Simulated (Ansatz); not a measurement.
# Ni: the cost of one run

Method: DFT PBE, PAW, plane waves, scalar-relativistic, in Ansatz 0.2.0.

**1. The structure to begin with**

Symmetry: Fm-3m, No. 225, cubic system. Conventional cell: a = 3.521 Å, b = 3.521 Å, c = 3.521 Å, α = 90.00°, β = 90.00°, γ = 90.00°. Ni (site symmetry m-3m) has 12 Ni at 2.49 Å as nearest neighbours.

Structure file:

```cif
data_structure
_symmetry_space_group_name_H-M 'Fm-3m'
_symmetry_Int_Tables_number 225
_cell_length_a 3.5212
_cell_length_b 3.5212
_cell_length_c 3.5212
_cell_angle_alpha 90.000
_cell_angle_beta 90.000
_cell_angle_gamma 90.000
_cell_volume 43.66
loop_
_atom_site_label
_atom_site_type_symbol
_atom_site_symmetry_multiplicity
_atom_site_Wyckoff_symbol
_atom_site_fract_x
_atom_site_fract_y
_atom_site_fract_z
_atom_site_occupancy
Ni1 Ni 4 a 0.00000 0.00000 0.00000 1
```

Labels such as Ni2 number the atoms in the order of the input file.

The first starts: parallel moments, plain SCF; opposed moments +-, plain SCF; no spin polarisation; spin on, no moments given (the program may seed its own), plain SCF. Further starts follow from what these give.

“Plain SCF” means no search for lower states. Ends within 0.2 meV/atom and 0.1 μB count as one state.

Site moments are integrals over atomic spheres and don't add up to the total.

**2. Parallel moments, plain SCF**

Input file input.yaml:

```yaml
crystal:
  lattice:
    - [0.0, 1.7606, 1.7606]
    - [3.5212, 0.0, 3.5212]
    - [1.7606, 1.7606, 0.0]
  atoms:
    - { symbol: Ni, position: [0.0, 0.0, 0.0], spin: 2.0 }
    - { symbol: Ni, position: [0.0, 0.5, 0.0], spin: 2.0 }
magnetization:
  spin_polarized: true
hamiltonian:
  xc: pbe
  pseudopotentials: { kind: paw }
basis:
  ecutwfc: 420
kpoints:
  mp_grid: { grid: [15, 8, 15] }
scf:
  occupations: { method: fermi_dirac, width: 0.1 }
  lower_state_search: "off"
output:
  forces: true
  stress: true
```

**Question.** How long does this run take on 2 threads of an Arm CPU, shared host, and how much memory does it need?

About 18 s, with a peak of 0.6 GiB.
